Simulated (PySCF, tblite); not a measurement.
# C6H14FGaO: geometry, infrared bands and NMR shifts

What infrared bands and NMR shifts should C6H14FGaO (`CC(C)C(C)(C)[O][GaH][F]`) show?

Computed with tblite 0.8.0 and PySCF 2.14.0, with density-fitted response routines of our own, on a single molecule in the gas phase. Atoms count from 0, in the outputs and in this text.

## (1) The molecule as given

23 atoms, charge 0, multiplicity 1; geometry from: force field or distance geometry start.

Bonds of the start (Å): C0–C1 1.53, C1–C2 1.50, C1–C3 1.50, C3–C4 1.49, C3–C5 1.50, C3–O6 1.40, O6–Ga7 1.99, Ga7–F8 1.94, C0–H9 1.11, C0–H10 1.12, C0–H11 1.10, C1–H12 1.13, C2–H13 1.11, C2–H14 1.11, C2–H15 1.12, C4–H16 1.12, C4–H17 1.11, C4–H18 1.10, C5–H19 1.12, C5–H20 1.11, C5–H21 1.11, Ga7–H22 1.52.

## (2) Geometry optimisation with GFN2-xTB

What the job is given:

```
{"job": {"kind": "relax", "xc": "GFN2-xTB", "basis": "xTB"}, "charge": 0, "multiplicity": 1}
C     -0.379100    -1.771100    -0.444100
C     -0.412000    -0.580300     0.515200
C     -1.846100    -0.383000     0.889700
C      0.208800     0.591000    -0.190800
C     -0.522200     0.980300    -1.432900
C      0.375900     1.814200     0.658200
O      1.483000     0.175000    -0.602900
Ga     2.632700    -0.360600     0.927800
F      2.908500    -2.264200     0.657000
H     -0.025700    -1.413200    -1.429700
H     -1.436700    -2.102900    -0.610700
H      0.219300    -2.601300    -0.034400
H      0.151200    -0.802500     1.464700
H     -2.118800    -1.114600     1.676800
H     -2.081200     0.624400     1.282200
H     -2.469700    -0.662200     0.003900
H      0.188900     1.018000    -2.299800
H     -0.943700     2.000700    -1.355800
H     -1.369700     0.304500    -1.643600
H      0.329700     2.712800    -0.005500
H      1.392000     1.874100     1.110600
H     -0.370200     1.896700     1.480500
H      4.080300     0.091200     0.958100
```

Command:

```console
$ OMP_NUM_THREADS=1 python probes_run.py task.json out
```

The driver reads the jobs from task.json and runs them one after another.

**Question.** This job is followed by: GFN2-xTB harmonic vibrations, gas phase; GIAO PBE0/pcSseg-1 NMR shielding, non-relativistic, gas phase. What will the session give for the following? strongest single infrared mode (GFN2-xTB); zero-point energy (GFN2-xTB); 13C shifts against TMS (PBE0/pcSseg-1, means over atoms taken as alike); 1H shifts against TMS (PBE0/pcSseg-1, means over atoms taken as alike); 17O shifts against H2O (PBE0/pcSseg-1); 19F shifts against CFCl3 (PBE0/pcSseg-1); shieldings of Ga (PBE0/pcSseg-1).

The runs gave:

| quantity | value |
| --- | --- |
| strongest single infrared mode (GFN2-xTB) | 1912 cm⁻¹, 159 km/mol |
| zero-point energy (GFN2-xTB) | 117.1 kcal/mol |
| 13C shifts against TMS (PBE0/pcSseg-1, means over atoms taken as alike) | 81.1, 47.4, 29.3, 20.3 ppm |
| 1H shifts against TMS (PBE0/pcSseg-1, means over atoms taken as alike) | 4.72, 1.67, 1.21, 1.06 ppm |
| 17O shifts against H2O (PBE0/pcSseg-1) | 149.8 ppm |
| 19F shifts against CFCl3 (PBE0/pcSseg-1) | -149.2 ppm |
| shieldings of Ga (PBE0/pcSseg-1) | Ga7 1510.0 ppm |

**Reading.** Over 145 steps the energy fell by 1.824 eV; of the close pairs, O6–Ga7 changed most, 1.988 to 1.716 Å. No mode is imaginary among the 63: a minimum at this level. The strongest single mode, at 1912 cm⁻¹, moves mainly H22. GFN2-xTB is a fitted tight-binding method: band positions and strengths are rough. Its intensities can rank the bands wrongly. C3 (fully substituted sp3 carbon bonded to O) lies farthest downfield among carbon, at 81.1 ppm; deshielded by the electronegative neighbour. At PBE0/pcSseg-1: Shielding is most anisotropic at Ga7 (span 437 ppm, paramagnetic term -1131 ppm). Spin-orbit coupling is left out, which matters for shieldings and couplings at and beside the heavy atoms.
